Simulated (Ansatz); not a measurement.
Write a Python script for the Python package of Ansatz (0.2.0) that makes cell relaxations under several functionals of Mg₂ZnP₂, space group P3m1. Level of theory (first run): BLYP, PAW, the default cutoff (420 eV here), 6×6×4 k-points, fixed occupations, D3BJ dispersion.

```yaml
crystal:
  lattice:
    - [4.01407, 0.00000, 0.00000]
    - [-2.00703, 3.47628, 0.00000]
    - [0.00000, 0.00000, 6.54388]
  atoms:
    - { symbol: Mg, position: [0.33333, 0.66667, 0.63415] }
    - { symbol: Mg, position: [0.00000, 0.00000, 0.99427] }
    - { symbol: Zn, position: [0.66667, 0.33333, 0.36142] }
    - { symbol: P, position: [0.66667, 0.33333, 0.76671] }
    - { symbol: P, position: [0.33333, 0.66667, 0.24345] }
```

Script `run_lattice.py`:
```python
import ansatz as az
import numpy as np

def edges_and_angles(cell):
    cell = np.asarray(cell)
    a, b, c = np.linalg.norm(cell, axis=1)
    cosines = cell[1] @ cell[2] / (b * c), cell[0] @ cell[2] / (a * c), cell[0] @ cell[1] / (a * b)
    return (a, b, c, *np.degrees(np.arccos(cosines)))

lattice = az.Lattice.of(
    [4.014066, 0.0, 0.0],
    [-2.007033, 3.476283, 0.0],
    [0.0, 0.0, 6.543878],
)
sites = [
    ("Mg", [1 / 3, 2 / 3, 0.634153]),
    ("Mg", [0.0, 0.0, 0.994274]),
    ("Zn", [2 / 3, 1 / 3, 0.361417]),
    ("P", [2 / 3, 1 / 3, 0.766708]),
    ("P", [1 / 3, 2 / 3, 0.243448]),
]
structure = az.Crystal(lattice=lattice)
for symbol, position in sites:
    structure = structure.atom(symbol, position)

model = (
    structure.calculation()
    .occupations(az.OccupationsMethod.FIXED)
    .kpoints(6, 6, 4)
    .relax(cell=True, force_tolerance=0.03)
)

levels = [("blyp", "d3bj"), ("pbesol", "none"), ("lda", "none")]
print("level            a       b       c    alpha   beta  gamma  V/atom  steps")
for name, dispersion in levels:
    seen = []
    run = model.functional(name, dispersion=dispersion).session().plan()
    out = run.execute(on_event=lambda e: seen.append(e) if e["event"] == "relax_step" else None)
    cell = out.lattice.cell_ang
    label = name if dispersion == "none" else f"{name}+{dispersion}"
    print("{:13s} {:7.4f} {:7.4f} {:7.4f} {:6.2f} {:6.2f} {:6.2f}".format(label, *edges_and_angles(cell)), f"{abs(np.linalg.det(cell)) / len(out.lattice.sites):7.3f} {len(seen):5d}")
```

Output of `python run_lattice.py`:
```text
level            a       b       c    alpha   beta  gamma  V/atom  steps
DeckWarning: basis.ecutwfc = 420 eV, auto-derived from the records' recommended cutoffs: set by Mg (normal level)
blyp+d3bj      3.9550  3.9550  6.4209  90.00  90.00 120.00  17.396     6
pbesol         4.0026  4.0026  6.4965  90.00  90.00 120.00  18.027     6
lda            3.9611  3.9611  6.4324  90.00  90.00 120.00  17.481     6
```
(Warnings from the package without file and line.)

From smallest to largest: BLYP+D3BJ (17.40 Å³ an atom, -4.7 % against the start), LDA (17.48 Å³ an atom, -4.3 % against the start) and PBEsol (18.03 Å³ an atom, -1.3 % against the start). The spread is 3.6 % in volume.

This cell is a computed structure, which may not be the phase found in nature. Hardware and time: 78 s on 1 thread of Arm Neoverse V1, with other jobs on the host, peak memory 0.44 GiB.
